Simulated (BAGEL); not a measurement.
# UHF/3-21G (density fitting with qzvpp-jkfit) run of CH6GaSi (SMILES [CH3][Ga][SiH3])

Aim: the vertical doublet–quartet gap of CH6GaSi at UHF/3-21G (density fitting with qzvpp-jkfit), from 2 runs. 

Program for the calculation: BAGEL 1.2.2.

5 further runs of the same task are left out: 3 that didn't finish, 2 set aside as unsound or not needed.

## (1) The molecule

CH6GaSi has 9 atoms, charge 0, and is taken as a doublet. SMILES: `[CH3][Ga][SiH3]`. Geometry: relaxed at PBE0-D4/def2-TZVP.

Bond lengths: C1–Ga2 1.991 Å, Ga2–Si3 2.454 Å, C1–H4 1.094 Å, C1–H5 1.089 Å, C1–H6 1.094 Å, Si3–H7 1.491 Å, Si3–H8 1.494 Å, Si3–H9 1.491 Å. Some angles: C1–Ga2–Si3 122.9°, Ga2–C1–H4 108.9°, Ga2–C1–H5 112.9°, Ga2–C1–H6 108.9°, Ga2–Si3–H7 108.6°, Ga2–Si3–H8 116.8°, Ga2–Si3–H9 108.5°, H4–C1–H5 109.1°, H4–C1–H6 107.7°, H5–C1–H6 109.1°.

## (2) The energy at UHF/3-21G (density fitting with qzvpp-jkfit)

File calc.json:

```json
{ "bagel": [

{
  "title": "molecule",
  "basis": "3-21g",
  "df_basis": "qzvpp-jkfit",
  "angstrom": true,
  "geometry": [
    { "atom": "C", "xyz": [   -0.932500,    1.329700,   -1.144900 ] },
    { "atom": "Ga", "xyz": [    0.722200,    0.829100,   -0.157900 ] },
    { "atom": "Si", "xyz": [    0.944900,   -1.267800,    1.096800 ] },
    { "atom": "H", "xyz": [   -1.150000,    0.556100,   -1.887900 ] },
    { "atom": "H", "xyz": [   -0.852800,    2.293700,   -1.646200 ] },
    { "atom": "H", "xyz": [   -1.769800,    1.360000,   -0.440700 ] },
    { "atom": "H", "xyz": [    2.116100,   -2.019800,    0.562300 ] },
    { "atom": "H", "xyz": [   -0.230700,   -2.189400,    1.080800 ] },
    { "atom": "H", "xyz": [    1.241100,   -0.937900,    2.520500 ] }
  ]
},
{
  "title": "uhf",
  "nopen": 1
},
{
  "title": "print",
  "file": "orbitals.molden",
  "orbitals": true
}

]}
```

Launch:

```sh
BAGEL_NUM_THREADS=1 BAGEL calc.json > calc.out
```

Standard output:

```text
* using 1 threads per process

  ===============================================================
  ===============================================================

  *** Geometry ***

  { "atom" : "C", "xyz" : [     -1.762170,      2.512769,     -2.163547 ] },
  { "atom" : "Ga", "xyz" : [      1.364760,      1.566772,     -0.298388 ] },
  { "atom" : "Si", "xyz" : [      1.785602,     -2.395795,      2.072652 ] },
  { "atom" : "H", "xyz" : [     -2.173185,      1.050877,     -3.567614 ] },
  { "atom" : "H", "xyz" : [     -1.611558,      4.334465,     -3.110867 ] },
  { "atom" : "H", "xyz" : [     -3.344437,      2.570028,     -0.832802 ] },
  { "atom" : "H", "xyz" : [      3.998849,     -3.816869,      1.062593 ] },
  { "atom" : "H", "xyz" : [     -0.435960,     -4.137366,      2.042416 ] },
  { "atom" : "H", "xyz" : [      2.345339,     -1.772374,      4.763055 ] },

  Number of auxiliary basis functions:      577

  Since a DF basis is specified, we compute 2- and 3-index integrals:
    o Being stored without compression. Storage requirement is 0.014 GB

  Number of basis functions:       56
  Number of electrons      :       57

    * METHOD: MOLECULE                             0.41

  *** Open-shell HF ***

  === Nuclear Repulsion ===
   221.7518236190

      * DIIS with orbital gradients will be used.

  === UHF iteration (3-21g) ===
      0      -2242.24531731          0.03072728           0.18
      1      -2242.31740350          0.01316733           0.17
      2      -2242.33106389          0.00639005           0.17
      3      -2242.33435741          0.00116819           0.18
      4      -2242.33521978          0.00035072           0.18
      5      -2242.33535789          0.00008737           0.18
      6      -2242.33537737          0.00003129           0.17
      7      -2242.33538091          0.00001198           0.16
      8      -2242.33538149          0.00000315           0.16
      9      -2242.33538157          0.00000121           0.16
     10      -2242.33538159          0.00000078           0.14
     11      -2242.33538160          0.00000034           0.16
     12      -2242.33538160          0.00000011           0.15
     13      -2242.33538160          0.00000003           0.16
     14      -2242.33538160          0.00000002           0.15
     15      -2242.33538160          0.00000001           0.16
    * SCF iteration converged.

    * S^2 (UHF) is 0.7538

    * Permanent dipole moment:
           (    0.217149,    -0.419849,     0.326815) a.u.

    * METHOD: UHF                                  2.87

    * METHOD: PRINT                                0.01

  ===============================================================
```

Wall time 3.6 s (1 thread of Intel Xeon Platinum 8375C at 2.90GHz (Ice Lake), shared host); peak memory 0.11 GiB.

## (3) The quartet at the same level

File hf.json:

```json
{ "bagel": [

{
  "title": "molecule",
  "basis": "3-21g",
  "df_basis": "qzvpp-jkfit",
  "angstrom": true,
  "geometry": [
    { "atom": "C", "xyz": [   -0.932500,    1.329700,   -1.144900 ] },
    { "atom": "Ga", "xyz": [    0.722200,    0.829100,   -0.157900 ] },
    { "atom": "Si", "xyz": [    0.944900,   -1.267800,    1.096800 ] },
    { "atom": "H", "xyz": [   -1.150000,    0.556100,   -1.887900 ] },
    { "atom": "H", "xyz": [   -0.852800,    2.293700,   -1.646200 ] },
    { "atom": "H", "xyz": [   -1.769800,    1.360000,   -0.440700 ] },
    { "atom": "H", "xyz": [    2.116100,   -2.019800,    0.562300 ] },
    { "atom": "H", "xyz": [   -0.230700,   -2.189400,    1.080800 ] },
    { "atom": "H", "xyz": [    1.241100,   -0.937900,    2.520500 ] }
  ]
},
{
  "title": "uhf",
  "nopen": 3
},
{
  "title": "print",
  "file": "orbitals.molden",
  "orbitals": true
}

]}
```

Launch:

```sh
BAGEL_NUM_THREADS=1 BAGEL hf.json > hf.out
```

Standard output:

```text
* using 1 threads per process

  ===============================================================
  ===============================================================

  *** Geometry ***

  { "atom" : "C", "xyz" : [     -1.762170,      2.512769,     -2.163547 ] },
  { "atom" : "Ga", "xyz" : [      1.364760,      1.566772,     -0.298388 ] },
  { "atom" : "Si", "xyz" : [      1.785602,     -2.395795,      2.072652 ] },
  { "atom" : "H", "xyz" : [     -2.173185,      1.050877,     -3.567614 ] },
  { "atom" : "H", "xyz" : [     -1.611558,      4.334465,     -3.110867 ] },
  { "atom" : "H", "xyz" : [     -3.344437,      2.570028,     -0.832802 ] },
  { "atom" : "H", "xyz" : [      3.998849,     -3.816869,      1.062593 ] },
  { "atom" : "H", "xyz" : [     -0.435960,     -4.137366,      2.042416 ] },
  { "atom" : "H", "xyz" : [      2.345339,     -1.772374,      4.763055 ] },

  Number of auxiliary basis functions:      577

  Since a DF basis is specified, we compute 2- and 3-index integrals:
    o Being stored without compression. Storage requirement is 0.014 GB

  Number of basis functions:       56
  Number of electrons      :       57

    * METHOD: MOLECULE                             0.39

  *** Open-shell HF ***

  === Nuclear Repulsion ===
   221.7518236190

      * DIIS with orbital gradients will be used.

  === UHF iteration (3-21g) ===
      0      -2242.13681288          0.02213465           0.16
      1      -2242.19160887          0.00750477           0.14
      2      -2242.19974176          0.00395910           0.16
      3      -2242.20144145          0.00104372           0.14
      4      -2242.20212683          0.00032860           0.16
      5      -2242.20222224          0.00014480           0.14
      6      -2242.20224249          0.00011093           0.16
      7      -2242.20225435          0.00008999           0.14
      8      -2242.20227144          0.00003922           0.15
      9      -2242.20227467          0.00001699           0.14
     10      -2242.20227546          0.00000954           0.15
     11      -2242.20227581          0.00000512           0.15
     12      -2242.20227592          0.00000179           0.15
     13      -2242.20227593          0.00000068           0.14
     14      -2242.20227594          0.00000026           0.15
     15      -2242.20227594          0.00000012           0.15
     16      -2242.20227594          0.00000005           0.14
     17      -2242.20227594          0.00000002           0.15
     18      -2242.20227594          0.00000001           0.14
     19      -2242.20227594          0.00000001           0.15
    * SCF iteration converged.

    * S^2 (UHF) is 3.7711

    * Permanent dipole moment:
           (    0.669156,     0.422844,     0.053059) a.u.

    * METHOD: UHF                                  3.20

    * METHOD: PRINT                                0.01

  ===============================================================
```

Run time: 3.9 s. Hardware: 1 thread of Intel Xeon Platinum 8375C at 2.90GHz (Ice Lake), shared host; peak memory 0.11 GiB.

## (4) What came out

At UHF/3-21G (density fitting with qzvpp-jkfit):

| quantity | value |
| --- | --- |
| doublet: total energy | -2242.33538 Eh |
| doublet: dipole moment | 1.46 D |
| doublet: ⟨S²⟩ | 0.754 |
| quartet: total energy | -2242.20228 Eh |
| quartet: dipole moment | 2.02 D |
| quartet: ⟨S²⟩ | 3.771 |
| vertical energy of the quartet above the doublet | 3.622 eV |

In words: At this shape the quartet lies 3.62 eV (349 kJ/mol) above the doublet.
